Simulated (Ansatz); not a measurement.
# Nb3Cl8: from the listed structure to its properties

The task, for Nb3Cl8: find the equilibrium cell and compute bands, density of states and charges.

Program: Ansatz 0.2.0. Level of theory: DFT r2SCAN+D3(BJ), scalar-relativistic, plane waves, PAW. These are calculated values, not measurements.

### 1 The system as given

It takes space group P-3m1 (No. 164, trigonal). The conventional cell has a = 6.801 Å, b = 6.801 Å, c = 12.768 Å, α = 90.00°, β = 90.00°, γ = 120.00°. Nb (site symmetry m) has 6 Cl at 2.45 to 2.67 Å and 2 Nb at 2.81 Å in its first shell of neighbours. Cl (site symmetry 3m) has 3 Nb at 2.46 Å in its first shell of neighbours. Around Cl (site symmetry 3m) lie 3 Nb at 2.67 Å. Cl (site symmetry m) has 2 Nb at 2.55 Å in its first shell of neighbours. Cl (site symmetry m) is surrounded by 2 Nb at 2.45 Å.

Coordinates:

```
CELL_PARAMETERS angstrom
6.80130 0.00000 0.00000
-3.40065 5.89010 0.00000
0.00000 0.00000 12.76793
ATOMIC_POSITIONS crystal
Nb 0.52889 0.05779 0.24576
Nb 0.94221 0.47111 0.24576
Nb 0.52889 0.47111 0.24576
Nb 0.47111 0.94221 0.75424
Nb 0.47111 0.52889 0.75424
Nb 0.05779 0.52889 0.75424
Cl 0.66667 0.33333 0.10078
Cl 0.33333 0.66667 0.89922
Cl 0.33333 0.66667 0.35154
Cl 0.66667 0.33333 0.64846
Cl 0.66991 0.83495 0.13968
Cl 0.16505 0.83495 0.13968
Cl 0.16505 0.33009 0.13968
Cl 0.83495 0.16505 0.86032
Cl 0.33009 0.16505 0.86032
Cl 0.83495 0.66991 0.86032
Cl 0.33690 0.16845 0.37524
Cl 0.83155 0.16845 0.37524
Cl 0.83155 0.66310 0.37524
Cl 0.16845 0.83155 0.62476
Cl 0.66310 0.83155 0.62476
Cl 0.16845 0.33690 0.62476
```

The structure comes from the Materials Project (structure only).

(A quick probe on a coarse mesh, which set the mesh and smearing, is not shown.)

### 3 Relaxing cell and atoms

Contents of input.yaml:

```yaml
crystal:
  lattice:
    - [6.8012990154, 0.0, 0.0]
    - [-3.4006495077, 5.8900977261, 0.0]
    - [0.0, 0.0, 12.7679296384]
  atoms:
    - { symbol: Nb, position: [0.52889381, 0.05778762, 0.2457612] }
    - { symbol: Nb, position: [0.94221238, 0.47110619, 0.2457612] }
    - { symbol: Nb, position: [0.52889381, 0.47110619, 0.2457612] }
    - { symbol: Nb, position: [0.47110619, 0.94221238, 0.7542388] }
    - { symbol: Nb, position: [0.47110619, 0.52889381, 0.7542388] }
    - { symbol: Nb, position: [0.05778762, 0.52889381, 0.7542388] }
    - { symbol: Cl, position: [0.66666667, 0.33333333, 0.10078157] }
    - { symbol: Cl, position: [0.33333333, 0.66666667, 0.89921843] }
    - { symbol: Cl, position: [0.33333333, 0.66666667, 0.35153654] }
    - { symbol: Cl, position: [0.66666667, 0.33333333, 0.64846346] }
    - { symbol: Cl, position: [0.66990993, 0.83495497, 0.13968306] }
    - { symbol: Cl, position: [0.16504503, 0.83495497, 0.13968306] }
    - { symbol: Cl, position: [0.16504503, 0.33009007, 0.13968306] }
    - { symbol: Cl, position: [0.83495497, 0.16504503, 0.86031694] }
    - { symbol: Cl, position: [0.33009007, 0.16504503, 0.86031694] }
    - { symbol: Cl, position: [0.83495497, 0.66990993, 0.86031694] }
    - { symbol: Cl, position: [0.33689606, 0.16844803, 0.37524184] }
    - { symbol: Cl, position: [0.83155197, 0.16844803, 0.37524184] }
    - { symbol: Cl, position: [0.83155197, 0.66310394, 0.37524184] }
    - { symbol: Cl, position: [0.16844803, 0.83155197, 0.62475816] }
    - { symbol: Cl, position: [0.66310394, 0.83155197, 0.62475816] }
    - { symbol: Cl, position: [0.16844803, 0.33689606, 0.62475816] }
basis:
  ecutwfc: 500
kpoints:
  mp_grid: { grid: [6, 6, 4] }
hamiltonian:
  xc: r2scan
  dispersion: d3bj
scf:
  occupations: { method: gaussian, width: 0.1 }
output:
  forces: true
  stress: true
  eigenvalues: true
relax:
  adjacent_minimum: "off"
  f_tol: 0.005
  max_steps: 80
  cell: { stress_tol: 0.05 }
```

Started as:

```console
$ ansatz run input.yaml --threads 8 --pin off --max-ram 22528MiB --backend cpu --events-out ev --progress --plain --runs-dir out
```

The session goes on with these runs: static run: bands, density of states and charges.

What does the calculation give? Wanted: relaxed cell; volume; gap; states at the Fermi level.

**Answer**, as computed:

```
                 quantity                                                                        value
             relaxed cell  a = 6.738 Å, b = 6.738 Å, c = 12.267 Å, α = 90.00°, β = 90.00°, γ = 120.00°
     space group (0.01 Å)                                                              P-3m1 (No. 164)
                   volume                                                                21.93 Å³/atom
                      gap                                                                 none (metal)
states at the Fermi level                                                        23.82 per eV per cell
```

**Reading.** The relaxed volume is 5.7 % smaller than at the start. The shape changed too: the edges of the input's cell moved by -0.9, -0.9, -3.9 %. Bands cross the Fermi level: a metal at this level of theory. Of the projected weight within 0.25 eV of the Fermi level, the largest part is Nb 4d (73 %).
